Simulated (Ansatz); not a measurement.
**As: pressure up to the limit of the methods**

An exercise on one series of results from a longer session: the logs are not shown, and one member is left open.

Computed with Ansatz 0.2.0 (DFT PBEsol, with the methods named in each step, unless a step's input says otherwise).

1 further run of the same task is left out (it didn't finish). Runs told in other sessions of the task aren't counted.

## The starting structure

Symmetry: Fd-3m, No. 227, cubic system. Conventional cell: a = 5.749 Å, b = 5.749 Å, c = 5.749 Å, α = 90.00°, β = 90.00°, γ = 90.00°. As (site symmetry -43m) has 4 As at 2.49 Å in its first shell of neighbours.

Coordinates:

```
CELL_PARAMETERS angstrom
0.00000 2.87445 2.87445
2.87445 0.00000 2.87445
2.87445 2.87445 0.00000
ATOMIC_POSITIONS crystal
As 0.87500 0.87500 0.87500
As 0.12500 0.12500 0.12500
```

Whether this phase is the stable one at these pressures isn't tested.

Atoms are numbered in the order of the input: As1, As2.

The first run:

input.yaml

```yaml
crystal:
  lattice:
    - [0.0, 2.8744485395, 2.8744485395]
    - [2.8744485395, 0.0, 2.8744485395]
    - [2.8744485395, 2.8744485395, 0.0]
  atoms:
    - { symbol: As, position: [-0.125, -0.125, -0.125] }
    - { symbol: As, position: [0.125, 0.125, 0.125] }
kpoints:
  mp_grid: { grid: [11, 11, 11] }
scf:
  occupations: { method: fermi_dirac, width: 0.08 }
hamiltonian:
  xc: pbesol
  pseudopotentials: { kind: paw }
output:
  forces: true
  stress: true
relax:
  f_tol: 0.005
  max_steps: 40
  cell: {}
```

On the command line:

```
$ ansatz run input.yaml --threads 1 --pin off --max-ram 2048MiB --backend cpu --events-out ev --progress --plain --runs-dir out
```

Steps of the session up to this table: Cell relaxed at zero pressure, PAW; Volume scaled by 1, PAW; Volume scaled by 0.92, PAW; Volume scaled by 0.84, PAW; Volume scaled by 0.76, PAW; Volume scaled by 0.68, PAW; Volume scaled by 0.68, PAW (core large); Volume scaled by 0.6, PAW; Volume scaled by 0.52, PAW; Volume scaled by 0.45, PAW; Volume scaled by 0.45, PAW (level accurate).

One of the session's tables, all rows but one given; the rest of the session is left out.

| method | volume over the first | volume (Å³/atom) | pressure (GPa) |
| --- | --- | --- | --- |
| PAW | 1 | 27.034 | 0.03 |
| PAW | 0.92 | ? | ? |
| PAW | 0.84 | 22.709 | 12.56 |
| PAW | 0.76 | 20.546 | 23.68 |
| PAW | 0.68 | 18.383 | 41.00 |
| PAW | 0.6 | 16.220 | 69.65 |
| PAW | 0.52 | 14.058 | 119.53 |
| PAW | 0.45 | 12.165 | 200.17 |
| PAW (core large) | 0.68 | 18.383 | 41.00 |
| PAW (level accurate) | 0.45 | 12.165 | 199.82 |

Estimate the missing values for PAW, 0.92.

**Answer.** volume (Å³/atom): 24.871; pressure (GPa): 5.08. In the column «volume (Å³/atom)» it lies between PAW, 0.84 (22.709) and PAW, 1 (27.034).

Caveats from the session: Warnings in the runs' records: datasets by core.
